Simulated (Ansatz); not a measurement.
Runs of Ansatz 0.2.0 on Cu. The cell holds a slab with vacuum, 7 atoms: a = 2.556 Å, b = 2.556 Å, c = 25.845 Å, α = 90.00°, β = 90.00°, γ = 90.00°. The slab is cut from a database's or a generator's crystal, which needn't be the stable form of the element.

| level | cutoff (eV) | gap on the mesh (eV) | largest force (eV/Å) | work function (eV) |
| --- | --- | --- | --- | --- |
| revPBE | 420 | none | 0.21 | 4.41 |
| RPBE | 420 | none | 0.26 | (a) |
| LDA | 420 | none | 0.73 | 4.90 |
| BLYP | 420 | none | 0.39 | (b) |
| PBEsol | 420 | none | 0.47 | 4.69 |
| r2SCAN | 500 | none | 0.42 | 4.58 |

Alike in all rows: task relaxation of the atoms; potentials or basis Ansatz PAW; no spin polarisation; cell atoms relaxed from: the (1 0 0) slab of Cu, cut from the database cell, not relaxed; k mesh 10 × 10 × 1; smearing fermi-dirac 0.05 eV.

Estimate the missing entries.

(a) 4.38; (b) 4.27.

Caveats: the PAW data sets come from PBE, with cores solved anew for the run's functional, which leaves a small shift of forces and pressure.

A gap of «none» marks a metal or a gap under the smearing width.

Runs at the PBE level aren't shown here.
